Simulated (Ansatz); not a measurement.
# NbTe (P-6m2) in Ansatz: settings compared

The runs below take NbTe through band structure, with BLYP, r2SCAN.

All numbers are computed with Ansatz 0.2.0; they aren't measurements. Logs are shortened: lines on timing, memory, paths and dates and some standing lists are left out, and cuts for length are marked.

### Step 1. The crystal as given

Symmetry: P-6m2, No. 187, hexagonal system. Conventional cell: a = 3.703 Å, b = 3.703 Å, c = 3.694 Å, α = 90.00°, β = 90.00°, γ = 120.00°. Te (site symmetry -6m2) is surrounded by 6 Nb at 2.83 Å. Nb (site symmetry -6m2) has 6 Te at 2.83 Å as nearest neighbours.

The cell comes from a database or a generator and needn't be the stable form of this composition.

### Step 2. Band structure, BLYP

Contents of input.yaml:

```yaml
crystal:
  lattice:
    - [3.7029743866, 0.0, 0.0]
    - [-1.8514871933, 3.2068698884, 0.0]
    - [0.0, 0.0, 3.694211]
  atoms:
    - { symbol: Te, position: [0.6666666667, 0.3333333333, 0.0] }
    - { symbol: Nb, position: [0.0, 0.0, 0.5] }
hamiltonian:
  xc: blyp
  pseudopotentials: { kind: paw }
kpoints:
  mp_grid: { grid: [8, 8, 7] }
  band_path:
    path:
      - [[0.0, 0.0, 0.0], [0.5, 0.0, 0.0], [0.3333333333, 0.3333333333, 0.0], [0.0, 0.0, 0.0], [0.0, 0.0, 0.5], [0.5, 0.0, 0.5], [0.3333333333, 0.3333333333, 0.5], [0.0, 0.0, 0.5]]
      - [[0.5, 0.0, 0.5], [0.5, 0.0, 0.0]]
      - [[0.3333333333, 0.3333333333, 0.0], [0.3333333333, 0.3333333333, 0.5]]
    npoints: 14
scf:
  occupations: { method: fermi_dirac, width: 0.05 }
  n_extra_bands: 6
output:
  forces: true
  stress: true
  eigenvalues: true
  fatbands: false
```

Potentials or basis: Ansatz PAW.

The run is started by

```console
$ ansatz run input.yaml --threads 2 --pin off --max-ram 5632MiB --backend cpu --events-out ev --progress --plain --runs-dir out
```

Log:

```text
Warning: RAYON_NUM_THREADS=2 ignored (pool sized by the plan → 2); use --threads N
scf.n_extra_bands = 6 over 15 filled bands (N_el = 29.0): the run solves 21 bands
Engine: ansatz 0.2.0, aarch64-unknown-linux-gnu
Pseudopotentials: kind: paw
Pseudopotential: Te, paw, valence charge 16, recommended cutoff 420 eV (normal), Te.paw.azcp
Pseudopotential: Nb, paw, valence charge 13, recommended cutoff 420 eV (normal), Nb.paw.azcp
Functional definition: BLYP
  parameter beta = 0.0042
  parameter a = 0.04918
  parameter b = 0.132
  parameter c = 0.2533
  parameter d = 0.349
  exchange = b88_x(beta = beta)
  correlation = lyp_c(a = a, b = b, c = c, d = d)
Crystal: 2 atoms, lattice volume = 43.869 Å³
Basis set: ecut = 420 eV, 865 PW (Γ), exchange–correlation on 50×50×50 points (8 copies of the dense FFT grid, shifted against one another)
Bands: 21, of which v1, the nominal top of the filled ones, is band 15 counted from 1 (14 counted from 0)
Symmetry: 12 space group operations
Space group: P-6m2 (ITA 187), of the structure as read, at distance tolerance 3.5e-5 Å
k-points: 40 of 448 (time reversal used)
Non-local potential: Te, projectors of the file, l = 0: 2, l = 1: 2, l = 2: 2, l = 3: 2
Non-local potential: Nb, projectors of the file, l = 0: 3, l = 1: 2, l = 2: 2, l = 3: 1
PAW form: soft (Blöchl's): semilocal exchange-correlation on the pseudo side does not see the compensation charge
PAW frozen core: Te, regenerated for the run's functional, and the local potential with it (the file was generated under x = pbe(κ = 0.804, μ = 0.2195149727645171), c = pbe(β = 0.06672455060314922))
PAW frozen core: Nb, regenerated for the run's functional, and the local potential with it (the file was generated under x = pbe(κ = 0.804, μ = 0.2195149727645171), c = pbe(β = 0.06672455060314922))
PAW one-centre angular grid: Te, 590 points (default); XC on 64 Gauss nodes
PAW one-centre angular grid: Nb, 590 points (default); XC on 64 Gauss nodes
Initial density: superposition of atomic densities (neutral atoms: chi_scale 0, normalization atom), corrected by the library's trained network
Initial wavefunctions: pseudopotential atomic-orbital guess
Functional: x = b88, c = lyp
SCF iter   1: F=—  HF=-11562.263763 eV  |F-HF|=—  |Δ(HF+E_count)|=         —  Δρ=1.15e-2  dr2=7.02e-2  ethr=1.77e-3  ⟨swp⟩=6.1  Hψ=4434  notcnv=0  defer=1
preconditioner: auto → none  [metal: Δε(μ)=0.086 eV  Ē_g=9.069 eV  σ=0.050 eV  W_gap=0.38  n_scr=8 (ndim 8)  ℏωp=18.6 eV  f_vac=0.000  D(μ)=1.30/eV (n_scr^D=8)  sad-step TF]
SCF iter   2: F=—  HF=-11562.254029 eV  |F-HF|=—  |Δ(HF+E_count)|=   9.73e-3  Δρ=7.32e-3  dr2=3.09e-2  ethr=2.42e-4  ⟨swp⟩=2.0  Hψ=1363  notcnv=0  defer=26
SCF iter   3: F=—  HF=-11562.247011 eV  |F-HF|=—  |Δ(HF+E_count)|=   7.02e-3  Δρ=9.67e-4  dr2=3.47e-4  ethr=1.07e-4  ⟨swp⟩=2.0  Hψ=1222  notcnv=0  defer=26
SCF iter   4: F=—  HF=-11562.246971 eV  |F-HF|=—  |Δ(HF+E_count)|=   4.02e-5  Δρ=2.35e-4  dr2=2.28e-5  ethr=1.20e-6  ⟨swp⟩=2.0  Hψ=1357  notcnv=0  defer=26
SCF iter   5: F=—  HF=-11562.246958 eV  |F-HF|=—  |Δ(HF+E_count)|=   1.22e-5  Δρ=4.57e-5  dr2=4.01e-7  ethr=7.85e-8  ⟨swp⟩=2.0  Hψ=1340  notcnv=0  defer=26
SCF iter   6: F=-11562.246959 eV  HF=-11562.246959 eV  |F-HF|=5.49e-9  |Δ(HF+E_count)|=   5.07e-7  Δρ=8.47e-6  dr2=2.17e-8  ethr=3.45e-10  ⟨swp⟩=9.1  Hψ=3822  notcnv=0
SCF 1 converged in 6 iterations: F = -11562.246959 eV  dr2 = 2.17e-8
NSCF: frozen V_eff on 129 k-points
SCF converged after 6 iterations
Free energy (F): -11562.246959 eV
Harris-Foulkes:  -11562.246959 eV  (|F-HF|=5.49e-9)
Internal energy: -11562.235666 eV  (E = F + TS)
E sigma→0 (E₀):  -11562.241313 eV
Entropy (-TS):   -0.011292 eV (-5.646 meV/atom)
Fermi energy:    16.376097 eV
--- Per-component energies (eV) ---
  E_band       = -264.459975
  E_kinetic    = 578.551967
  E_local      = -1737.152306  (includes V_loc(G=0)·N_el)
  E_nonlocal   = -189.598128
  E_hartree    = 940.852017
  E_xc         = -295.201260
  E_vxc        = -310.997458  (∫ρ·V_xc dr)
  E_paw        = -7772.640518  (= ΣΔE_a)
  E_vpaw       = -486.970971  (= ΣTr[D̂ρ^β])
  E_aug_tail   = -0.000189  (compensation charges beyond the density's cutoff)
  E_ewald      = -3087.106456
  E_core_change = 0.059207  (= ΣΔE_core)
  E_smearing   = -0.011292  (= −TS)
  E_closure    = 0.000000  (closes the sum)
  Σ components = -11562.246959   (vs F -11562.246959, Δ=0.00e0)
--- Forces (eV/Å), atoms counted from 1 ---
  atom   1  Te     0.00000000     0.00000000     0.00000000
  atom   2  Nb     0.00000000     0.00000000     0.00000000
  max |Σ_I F_I| component: 5.55e-17 eV/Å
--- Stress (GPa, compression-positive) ---
        6.357192       0.000000       0.000000
        0.000000       6.357192       0.000000
        0.000000       0.000000       7.112950
  P = ⅓ Tr σ = 6.6091 GPa (66.091 kbar)
--- Band table (eV; the first three rows and the last of 40) ---
  k-point 0: bands = ["-39.2445", "-21.6417", "-21.6417", "-21.6344", "-21.6344", "-21.6332", "-15.4404", "-15.2416", "-15.2416", "2.0940", "13.2015", "13.2015", "13.5035", "14.0166", "16.4823", "16.4823", "18.7559", "18.7559", "19.3370", "22.6089", "23.6394"]
  k-point 1: bands = ["-39.2435", "-21.6415", "-21.6415", "-21.6355", "-21.6355", "-21.6308", "-15.4613", "-15.2395", "-15.2395", "2.2895", "12.1129", "13.3136", "13.3136", "14.8763", "16.0630", "16.0630", "18.9760", "18.9760", "19.9103", "23.4609", "23.6695"]
  k-point 2: bands = ["-39.2414", "-21.6410", "-21.6410", "-21.6378", "-21.6378", "-21.6256", "-15.5080", "-15.2347", "-15.2347", "2.7936", "10.3470", "13.5592", "13.5592", "15.5278", "15.5278", "15.8920", "18.7202", "18.7202", "20.8114", "24.5983", "24.5983"]
  k-point 39: bands = ["-39.2311", "-21.6474", "-21.6395", "-21.6366", "-21.6307", "-21.6145", "-15.4989", "-15.3344", "-15.2893", "4.1120", "10.2766", "10.7646", "11.8862", "15.2632", "17.4642", "17.9621", "18.5640", "18.9384", "19.7575", "20.9553", "24.1663"]
```

It took 5.8 s on 2 threads of Arm Neoverse V1, shared host; peak memory 0.34 GiB.

Results:

```yaml
Free_energy: -11562.2470 eV
Pressure: 6.6 GPa
Band_gap_on_the_k_mesh: none (metal or under the smearing width)
```

Levels at the corners of the path, in eV from the Fermi level:
| point | band 12 | band 13 | band 14 | band 15 | band 16 | band 17 |
| --- | --- | --- | --- | --- | --- | --- |
| Γ | -3.17 | -2.87 | -2.36 | 0.11 | 0.11 | 2.38 |
| M | -3.86 | -2.62 | -2.52 | -0.21 | 1.18 | 1.44 |
| K | -5.32 | -3.80 | -0.92 | -0.16 | 0.20 | 0.42 |
| Γ | -3.17 | -2.87 | -2.36 | 0.11 | 0.11 | 2.38 |
| A | -2.66 | -2.66 | -0.96 | -0.96 | 0.63 | 1.62 |
| L | -5.79 | -4.26 | -1.24 | 1.10 | 1.23 | 1.82 |
| H | -5.66 | -4.40 | -1.03 | 1.09 | 1.61 | 2.21 |
| A | -2.66 | -2.66 | -0.96 | -0.96 | 0.63 | 1.62 |
| L | -5.79 | -4.26 | -1.24 | 1.10 | 1.23 | 1.82 |
| M | -3.86 | -2.62 | -2.52 | -0.21 | 1.18 | 1.44 |
| K | -5.32 | -3.80 | -0.92 | -0.16 | 0.20 | 0.42 |
| H | -5.66 | -4.40 | -1.03 | 1.09 | 1.61 | 2.21 |

Caveat: spin-orbit coupling is left out, which moves the levels of the heavy elements; the PAW data sets come from PBE, with cores solved anew for the run's functional, which leaves a small shift of forces and pressure.

### Step 3. Band structure, r2SCAN

input.yaml, as its differences from that of step 2:

```diff
@@ -9,3 +9,3 @@
 hamiltonian:
-  xc: blyp
+  xc: r2scan
   pseudopotentials: { kind: paw }
```

Potentials or basis: Ansatz PAW.

The run is started by

```console
$ ansatz run input.yaml --threads 2 --pin off --max-ram 5632MiB --backend cpu --events-out ev --progress --plain --runs-dir out
```

Wall time 11 s (2 threads of Arm Neoverse V1, shared host); peak memory 0.45 GiB.

The run converged. Its results:

| Quantity | Value |
| --- | --- |
| Free energy | -11558.8621 eV |
| Pressure | -1.5 GPa |
| Band gap on the k mesh | none (metal or under the smearing width) |

Stress tensor (GPa, compression positive):
```
-1.42  0.00  0.00
 0.00 -1.42  0.00
 0.00  0.00 -1.58
```

Levels at the corners of the path, in eV from the Fermi level:
| point | band 13 | band 14 | band 15 | band 16 | band 17 | band 18 |
| --- | --- | --- | --- | --- | --- | --- |
| Γ | -3.08 | -2.61 | 0.11 | 0.11 | 2.52 | 2.52 |
| M | -2.88 | -2.73 | -0.24 | 1.31 | 1.61 | 3.12 |
| K | -4.08 | -1.01 | -0.18 | 0.26 | 0.50 | 4.78 |
| Γ | -3.08 | -2.61 | 0.11 | 0.11 | 2.52 | 2.52 |
| A | -2.86 | -1.03 | -1.03 | 0.77 | 1.68 | 1.68 |
| L | -4.56 | -1.52 | 1.21 | 1.41 | 1.96 | 3.02 |
| H | -4.83 | -1.23 | 1.25 | 1.81 | 2.35 | 2.91 |
| A | -2.86 | -1.03 | -1.03 | 0.77 | 1.68 | 1.68 |
| L | -4.56 | -1.52 | 1.21 | 1.41 | 1.96 | 3.02 |
| M | -2.88 | -2.73 | -0.24 | 1.31 | 1.61 | 3.12 |
| K | -4.08 | -1.01 | -0.18 | 0.26 | 0.50 | 4.78 |
| H | -4.83 | -1.23 | 1.25 | 1.81 | 2.35 | 2.91 |

Caveat: spin-orbit coupling is left out, which moves the levels of the heavy elements; the PAW data sets come from PBE, with cores solved anew for the run's functional, which leaves a small shift of forces and pressure.
